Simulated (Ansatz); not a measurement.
**MoO2F2: geometry, orbitals and charge**

What does MoO2F2 look like as a singlet, and where do its frontier electrons sit?

Program: Ansatz 0.2.0, Gaussian basis. Level of theory: RKS PBE0-D4/def2-TZVP. These are calculated values, not measurements.

Plan: relaxation at PBE-D4/def2-SVP; a search for the lowest solution at PBE0-D4/def2-SVP; a single point at PBE0-D4/def2-TZVP.

1 further run of the same task is left out (set aside as unsound or not needed). Runs told in other sessions of the task aren't counted.

**1. The system as given**

5 atoms, charge 0, spin multiplicity 1.

Atoms are counted from 1 here; the program's logs count them from 0.

Bond lengths: Mo1–O2 1.633 Å, Mo1–O3 1.633 Å, Mo1–F4 1.758 Å, Mo1–F5 1.758 Å. Angles: O2–Mo1–O3 111.6°, O2–Mo1–F4 108.7°, O2–Mo1–F5 108.7°, O3–Mo1–F4 108.6°, O3–Mo1–F5 108.6°, F4–Mo1–F5 110.5°.

Coordinates:

```xyz
5
charge 0, multiplicity 1
Mo    0.02735   -0.00024    0.01967
O     0.00653   -0.01589    1.65210
O     1.55285    0.00900   -0.56297
F    -0.79677    1.44837   -0.54020
F    -0.78995   -1.44123   -0.56860
```

Formally the metal is d0. Mo takes a core potential in the def2 sets. No spin-orbit coupling is included.

The start is a GFN2-xTB geometry.

**2. Relaxation at PBE-D4/def2-SVP**

File in.yaml:

```yaml
crystal:
  periodic: [false, false, false]
  atoms:
    - {symbol: Mo, position_ang: [0.027350, -0.000240, 0.019670]}
    - {symbol: O, position_ang: [0.006530, -0.015890, 1.652100]}
    - {symbol: O, position_ang: [1.552850, 0.009000, -0.562970]}
    - {symbol: F, position_ang: [-0.796770, 1.448370, -0.540200]}
    - {symbol: F, position_ang: [-0.789950, -1.441230, -0.568600]}
basis:
  gaussian: {orbitals: def2-SVP}
hamiltonian: {xc: pbe, dispersion: d4}
scf: {omitted_lower_state_checks: [starts]}
output: {orbitals: {seedname: orbitals}}
relax: {f_tol: 0.02, max_steps: 100}
```

Started as:

```
> ansatz run in.yaml --threads 4 --pin off --events-out ev --progress --plain --max-ram 3916MiB
```

The log of the run, shortened:

```text
Functional definition: PBE
  name "PBE"
  cite "Perdew, Burke & Ernzerhof, Phys. Rev. Lett. 77, 3865 (1996) doi:10.1103/PhysRevLett.77.3865"
  parent pbe
[...]
885 factors; their error is unknown
[...]
mean field -11373.07770494 eV, -417.9528967076 hartree, gradient 7.7e-5 eV, S^2 0.000000; 0 other end points of the search recorded, 0 dependent functions left out
[...]
reference -11373.07777545 eV, -417.9528992989 hartree; 24, 24 occupied and 63, 63 virtual orbitals, 885 factors
relax step   1: F+E_penalty+E_count = -11373.19587758 eV  Δ(F+E_penalty+E_count) = +0.000e0 eV  max|allowed force component| = 4.038e0 eV/Å  Δτ_max = 0.0000 Å  (28 SCF iters, accepted)
[...]
relax step   4: F+E_penalty+E_count = -11373.76451319 eV  Δ(F+E_penalty+E_count) = -4.301e-4 eV  max|allowed force component| = 2.086e-2 eV/Å  Δτ_max = 0.0025 Å  (33 SCF iters, accepted)
[...]
relax step   5: F+E_penalty+E_count = -11373.76452237 eV  Δ(F+E_penalty+E_count) = -9.176e-6 eV  max|allowed force component| = 6.185e-4 eV/Å  Δτ_max = 0.0005 Å  (20 SCF iters, accepted)
[...]
885 factors; their error is unknown
mean field -11373.65015644 eV, -417.9739339121 hartree, gradient 4.6e-5 eV, S^2 0.000000; 0 other end points of the search recorded, 0 dependent functions left out
[...]
reference -11373.65022733 eV, -417.9739365173 hartree; 24, 24 occupied and 63, 63 virtual orbitals, 885 factors
Total energy: -11373.76459326 eV, -417.9781393877 hartree
Atom 0 at     0.005932    -0.000025     0.004142 Å, force    -0.000619    -0.000010    -0.000436 eV/Å
Atom 1 at     0.061954    -0.016322     1.689921 Å, force     0.000455     0.000001    -0.000421 eV/Å
Atom 2 at     1.607963     0.008843    -0.523748 Å, force    -0.000242    -0.000001     0.000574 eV/Å
Atom 3 at    -0.841498     1.543015    -0.570154 Å, force     0.000202    -0.000218     0.000134 eV/Å
Atom 4 at    -0.834341    -1.535501    -0.600161 Å, force     0.000203     0.000228     0.000149 eV/Å
Dipole moment:    -0.186255     0.000835    -0.130072 e Å
Checks for a lower state left out: starts
```

It took 5.5 s on 4 threads of Intel Xeon at 2.60GHz, shared host.

The steps of the relaxation:

```tsv
step	energy from step 1 (eV)	largest force component (eV/Å)
1	0.0000	4.0382
2	-0.5501	0.5275
3	-0.5682	0.1696
4	-0.5686	0.0209
5	-0.5686	0.0006
```

Close pairs (by a distance rule), those that changed most:

```tsv
bond	before (Å)	after (Å)	change (Å)
Mo1–F5	1.758	1.852	+0.094
Mo1–F4	1.758	1.852	+0.094
Mo1–O2	1.633	1.687	+0.054
Mo1–O3	1.633	1.687	+0.054
```

Bonds by kind at the end (by distance):

```tsv
bond	count	shortest (Å)	longest (Å)
Mo–O	2	1.687	1.687
F–Mo	2	1.852	1.852
```

**3. Searching for the lowest solution, PBE0-D4/def2-SVP**

start.molden holds the orbitals of an earlier run on this state, given as this run's starting guess.

File in.yaml:

```yaml
crystal:
  periodic: [false, false, false]
  atoms:
    - {symbol: Mo, position_ang: [0.005932, -0.000025, 0.004142]}
    - {symbol: O, position_ang: [0.061954, -0.016322, 1.689921]}
    - {symbol: O, position_ang: [1.607963, 0.008843, -0.523748]}
    - {symbol: F, position_ang: [-0.841498, 1.543015, -0.570154]}
    - {symbol: F, position_ang: [-0.834341, -1.535501, -0.600161]}
basis:
  gaussian: {orbitals: def2-SVP, initial_orbitals: start.molden}
hamiltonian: {xc: pbe0, dispersion: d4}
output: {orbitals: {seedname: orbitals}}
```

Same command.

The log of the run:

```text
Functional definition: PBE0
  name "PBE0"
  cite "Adamo & Barone, J. Chem. Phys. 110, 6158 (1999) doi:10.1063/1.478522"
  cite "Perdew, Burke & Ernzerhof, Phys. Rev. Lett. 77, 3865 (1996) doi:10.1103/PhysRevLett.77.3865"
  parent pbe
  parameter a = 0.25
  parameter kappa = 0.804
  parameter beta = 0.06672455060314922
  exchange = (1 - a)*pbe_x(kappa = kappa, mu = beta*pi^2/3) + a*exact_x
  correlation = pbe_c(beta = beta)
924 factors; their error is unknown
mean field evaluation 1: about -11370.7042 eV, gradient 7.6e0 eV
mean field evaluation 2: about -11370.8647 eV, gradient 2.3e-1 eV
mean field evaluation 4: about -11370.9151 eV, gradient 1.3e-1 eV
mean field evaluation 8: about -11119.2479 eV, gradient 3.2e2 eV
mean field evaluation 16: about -11370.9152 eV, gradient 1.0e-1 eV
mean field -11370.91518839 eV, -417.8734256900 hartree, gradient 6.5e-5 eV, S^2 0.000000; 1 other end points of the search recorded, 0 dependent functions left out
reference -11370.91524336 eV, -417.8734277103 hartree; 24, 24 occupied and 63, 63 virtual orbitals, 924 factors
Total energy: -11371.01098787 eV, -417.8769462561 hartree
```

Run time: 0.95 s. Hardware: 4 threads of Intel Xeon at 2.60GHz, shared host.

Report: HOMO -10.10 eV, LUMO -3.56 eV.

**4. Single point, PBE0-D4/def2-TZVP**

Changes to in.yaml since step 3:

```diff
@@ -9,4 +9,5 @@
 basis:
-  gaussian: {orbitals: def2-SVP, initial_orbitals: start.molden}
+  gaussian: {orbitals: def2-TZVP, initial_orbitals: start.molden}
 hamiltonian: {xc: pbe0, dispersion: d4}
+scf: {omitted_lower_state_checks: [starts]}
 output: {orbitals: {seedname: orbitals}}
```

Same command.

The log of the run:

```text
Functional definition: PBE0
  name "PBE0"
  cite "Adamo & Barone, J. Chem. Phys. 110, 6158 (1999) doi:10.1063/1.478522"
  cite "Perdew, Burke & Ernzerhof, Phys. Rev. Lett. 77, 3865 (1996) doi:10.1103/PhysRevLett.77.3865"
  parent pbe
  parameter a = 0.25
  parameter kappa = 0.804
  parameter beta = 0.06672455060314922
  exchange = (1 - a)*pbe_x(kappa = kappa, mu = beta*pi^2/3) + a*exact_x
  correlation = pbe_c(beta = beta)
these checks for a lower state are left out or cut short: starts
992 factors; their error is unknown
mean field evaluation 1: about -11378.4853 eV, gradient 2.1e2 eV
mean field evaluation 2: about -11383.0542 eV, gradient 4.5e0 eV
mean field evaluation 4: about -11383.1981 eV, gradient 3.1e-1 eV
mean field evaluation 8: about -11383.1982 eV, gradient 1.8e-5 eV
mean field -11383.19817279 eV, -418.3248170411 hartree, gradient 1.8e-5 eV, S^2 0.000000; 0 other end points of the search recorded, 0 dependent functions left out
reference -11383.19820984 eV, -418.3248184027 hartree; 24, 24 occupied and 140, 140 virtual orbitals, 992 factors
Total energy: -11383.29395435 eV, -418.3283369485 hartree
Checks for a lower state left out: starts
```

Run time: 1.4 s. Hardware: 4 threads of Intel Xeon at 2.60GHz, shared host.

HOMO -10.11 eV, LUMO -3.54 eV.

Mulliken charges, from this run's orbitals:

```tsv
atom	value (e)
Mo1	1.89
O2	-0.50
O3	-0.50
F4	-0.44
F5	-0.44
```

Largest Mayer bond orders: Mo1–O2 1.93; Mo1–O3 1.93; Mo1–F4 0.81; Mo1–F5 0.81; O2–O3 0.15.

The fields below are evaluated on a grid from the run's orbitals.

Frontier orbitals at PBE0-D4/def2-TZVP, with the share of their density that lies nearest to each atom:

```tsv
orbital	energy (eV)	lies on
HOMO	-10.11	O2, O3 about 48 % each
LUMO	-3.54	Mo1 60 %; O2, O3 about 11 % each; F4, F5 about 9 % each
```

ELF in a plane through or near 3 of the atoms.

Ten even steps from '0' (0.00) to '9' (0.84):
```
0000000000000000000000000000
0000000000000000000000000000
0000000000000000000000000000
0000000000000000000000000000
0000000000000000000000000000
0000000000000000000000000000
0000000000001111000000000000
0000000000011221000000000000
0000000000148998410000000000
0000001221279449721221000000
0000125786359228536875210000
0000147999637997369997410000
0000158924952332594298520000
0000137999962002699997410000
0000025899852002589985200000
0000001455420000245541000000
0000000122110000112210000000
0000000000000000000000000000
0000000000000000000000000000
0000000000000000000000000000
```
The map spans 8.3 Å across and 7.2 Å up, centred on the molecule. Atoms in the plane (x, y in Å): Mo1 (0.0, 0.0), F4 (1.5, -1.0), F5 (-1.5, -1.0).

log10 of the density (e/Å³) in the same plane.

Ten even steps from '0' (-4.0) to '9' (1.2):
```
0000000000000000000000000000
0000000000001111000000000000
0000000001112222111000000000
0000000012233333322100000000
0000000123334444333210000000
0000001233445555443321000000
0000001234455665544321000000
0000012344566776654432100000
0001223445678888765443221000
0001234556689889866554321000
0012345677789889877765432100
0013456888878998788886543100
0023457999877777789997543200
0023456898876556788986543200
0012346777765445677775432100
0001234555544334455554321000
0001223444433333344443221000
0000012222222112222222100000
0000000111110000111110000000
0000000000000000000000000000
```
The map spans 8.3 Å across and 7.2 Å up, centred on the molecule. Atoms in the plane (x, y in Å): Mo1 (0.0, 0.0), F4 (1.5, -1.0), F5 (-1.5, -1.0).

On the surface of density 0.002 e/bohr³ the electrostatic potential runs, from the 1st to the 99th percentile, from -0.62 V near O2 to 3.25 V near Mo1.

**5. What came out**

| quantity | value |
| --- | --- |
| point group | C2v |
| near neighbours of the metal | O 1.69, O 1.69, F 1.85, F 1.85 Å |
| HOMO, LUMO at PBE0-D4/def2-TZVP | -10.11, -3.54 eV |
| charge on the metal (Mulliken, PBE0-D4/def2-TZVP) | +1.89 e |
| dipole at PBE-D4/def2-SVP | 1.09 D |

The molecule keeps its bonding pattern by the stored test; the atoms moved 0.08 Å (rms). The metal has 4 near neighbours by the distance rule, from 1.69 to 1.85 Å. The Mulliken charge of the metal, +1.89 e, depends on the basis and isn't its oxidation state. No usable vibrations, so a minimum isn't proven. The HOMO lies nearest to O2, O3 about 48 % each and the LUMO to Mo1 60 %; O2, O3 about 11 % each. Whether this spin is the lowest isn't tested here.
